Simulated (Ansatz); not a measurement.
# C₂HNSe: a ladder of functionals and wavefunction methods

One table from this session's results is given with a row withheld; the runs are named, their logs left out.

The runs use Ansatz 0.2.0, Gaussian basis; functionals in def2-TZVPP, the program's frozen cores in correlated methods.

Plan: LDA (SPW92), PBE-D4, revPBE-D4, BLYP-D4, r2SCAN-D4, B97M-V, PBE0-D4, B3LYP-D4, r2SCANh-D4, r2SCAN0-D4, HSE06-D4, BHLYP-D4, CAM-B3LYP-D4, LC-ωPBE, ωB97X-V, ωB97M-V, B2PLYP, PBE-QIDH; CCSD(T)/def2-SVP; CCSD(T)/def2-TZVPP; MP2/def2-QZVPP; extrapolation to the limit; RPA on PBE.

## The relaxed structure

The geometry comes from an earlier relaxation with PBE0-D4 in a triple-zeta def2 set; it is a stationary point.

SMILES `N=C=C=[Se]`, 5 atoms, charge 0, spin multiplicity 1.

Atoms are counted from 1 here; the program's logs count them from 0.

Bond lengths: N1–C2 1.237 Å, N1–H5 1.023 Å, C2–C3 1.276 Å, C3–Se4 1.707 Å. Angles: C2–N1–H5 113.7°, N1–C2–C3 171.8°, C2–C3–Se4 176.9°.

Set-up of the first run:

in.yaml

```yaml
crystal:
  periodic: [false, false, false]
  atoms:
    - {symbol: N, position_ang: [0.717030, 1.209030, 0.515423]}
    - {symbol: C, position_ang: [0.171769, 0.167294, 0.131549]}
    - {symbol: C, position_ang: [-0.290071, -0.991170, -0.136149]}
    - {symbol: Se, position_ang: [-0.960688, -2.502525, -0.560283]}
    - {symbol: H, position_ang: [0.411960, 2.043670, 0.008059]}
basis:
  gaussian: {orbitals: def2-TZVPP}
hamiltonian: {xc: lda}
output: {orbitals: {seedname: orbitals}}
```

Run with:

```console
> ansatz run in.yaml --threads 2 --pin off --events-out ev --progress --plain --max-ram 4352MiB
```

Steps of the session up to this table: LDA; PBE-D4 (GGA); revPBE-D4 (GGA); BLYP-D4 (GGA); r2SCAN-D4 (meta-GGA); B97M-V (meta-GGA); PBE0-D4 (hybrid); B3LYP-D4 (hybrid); r2SCANh-D4 (hybrid); r2SCAN0-D4 (hybrid); HSE06-D4 (hybrid); BHLYP-D4 (hybrid); CAM-B3LYP-D4 (range-separated); LC-ωPBE (range-separated); ωB97X-V (range-separated); ωB97M-V (range-separated); B2PLYP (double hybrid); PBE-QIDH (double hybrid).

One of the session's tables, all rows but one given; the rest of the session is left out.

It belongs to the step «Orbital energies across the functionals». 

| functional | HOMO (eV) | LUMO (eV) | gap (eV) |
| --- | --- | --- | --- |
| LDA (SPW92) | -5.10 | -4.98 | 0.12 |
| PBE-D4 | -4.95 | -4.75 | 0.20 |
| revPBE-D4 | -4.90 | -4.68 | 0.22 |
| BLYP-D4 | -4.81 | -4.58 | 0.22 |
| r2SCAN-D4 | -5.14 | -4.77 | 0.37 |
| B97M-V | -5.20 | -4.58 | 0.63 |
| PBE0-D4 | -6.05 | -4.02 | 2.03 |
| B3LYP-D4 | -5.85 | -4.17 | 1.68 |
| r2SCANh-D4 | -5.56 | -4.49 | 1.07 |
| r2SCAN0-D4 | ? | ? | ? |
| HSE06-D4 | -5.67 | -4.39 | 1.27 |
| BHLYP-D4 | -7.03 | -3.09 | 3.94 |
| CAM-B3LYP-D4 | -7.28 | -2.96 | 4.32 |
| LC-ωPBE | -8.56 | -1.97 | 6.58 |
| ωB97X-V | -8.21 | -1.97 | 6.24 |
| ωB97M-V | -8.08 | -1.97 | 6.11 |

Q: Estimate the row for r2SCAN0-D4 from the others.

Worked estimate for «HOMO (eV)». Against the share of exact exchange, r2SCAN-D4 (0, -5.14), r2SCANh-D4 (0.1, -5.56) give a slope of -4.20 per unit share; at 0.25 the line stands at -6.19.

As computed: HOMO (eV): -6.18; LUMO (eV): -4.05; gap (eV): 2.13. In «HOMO (eV)» the line misses by -0.01.
